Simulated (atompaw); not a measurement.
**Cadmium: generating and testing a PAW (atompaw) potential**

Task: generate the file, and judge it by its logarithmic derivatives, its ghosts and its cutoff.

Program: atompaw 4.2.0.5. Reference atom: LDA (PW92), scalar-relativistic, spherical and spin-unpolarised. All values are calculated.

## Step 1: Starting point

Typed settings, in words:

```
element                 : cadmium (Cd, Z = 48)
type                    : PAW
frozen core             : [Kr]
valence charge          : 12
reference configuration : 4d10 5s2 5p0
partial waves           : 5s (bound): rc 3.00 bohr; 5s channel at 0.05 Ry: rc 3.00 bohr; 5p (bound, empty): rc 3.00 bohr; 5p channel at 0.35 Ry: rc 3.00 bohr; 4d (bound): rc 3.00 bohr; 4d channel at 0.05 Ry: rc 3.00 bohr; 4f channel at 0.25 Ry: rc 3.00 bohr
local potential         : troulliermartins scheme with l = 4 at 1 Ry, radius 2.00 bohr
core correction         : smooth core density matched at 1.65 bohr
augmentation charge     : sinc compensation charge, radius 2.95 bohr; PAW radius 3.00 bohr; waves and projectors: custom rrkj gramschmidtortho
```

An earlier all-electron run gives the scale for the radii.

All-electron outer shells of the reference configuration (LDA (PW92), scalar-relativistic, ld1.x):

| shell | level (eV) | outermost node (bohr) | outermost maximum (bohr) |
| --- | --- | --- | --- |
| 4s | -105.84 | 0.43 | 0.79 |
| 4p | -66.99 | 0.43 | 0.84 |
| 4d | -11.90 | 0.42 | 0.98 |
| 5s | -5.96 | 1.07 | 2.32 |
| 5p | -1.33 | 1.20 | 3.25 |

## Step 2: Generation

Cd.input

```
Cd 48
LDA-PW scalarrelativistic loggrid 1500 logderivrange -3 5 201
5 5 4 0 0 0
5 1 0
0 0 0
c
c
c
c
v
c
c
c
v
c
v
3
3.00 2.95 2.00 1.65
y
0.05
n
y
0.35
n
y
0.05
n
y
0.25
n
custom rrkj gramschmidtortho sinc
4 1 troulliermartins
3.00
3.00
3.00
3.00
3.00
3.00
3.00
PWSCFOUT
UPFDX 0.0125d0 UPFXMIN -7.d0 UPFZMESH 48.d0
END
```

The run is started by

```
atompaw < Cd.input > Cd.log
```

Before running it: what results should come out? Wanted: cutoffs for 10 and 1 mRy, occupied levels; bound ghosts; largest phase difference near zero energy, channels read; lowest eigenvalue of the overlap; share of valence orbitals outside the PAW sphere; UPF file.

The runs gave:

| quantity | value |
| --- | --- |
| cutoffs for 10 and 1 mRy, occupied levels | 12 Ry and 18 Ry |
| bound ghosts | s at -36.92 eV |
| largest phase difference near zero energy, channels read | 0.017 rad |
| lowest eigenvalue of the overlap (Bessel basis) | 0.172 (s) |
| share of valence orbitals outside the PAW sphere | 5s 38 %, 5p 74 %, 4d 2 % |
| UPF file | written |

In words: It has a bound ghost (s), a state that the atom doesn't have, and that rules the file out. By its cutoff, 12 Ry for the looser tolerance, it is soft on the atom at that tolerance. The slowest occupied level is 4d: taken alone it needs 12 Ry to come within 1 mRy, against 6 Ry or less for 5s. Near zero energy the phases of the channels with partial waves that could be evaluated agree within 0.017 rad. These are tests on the free atom; a crystal test is still owed.
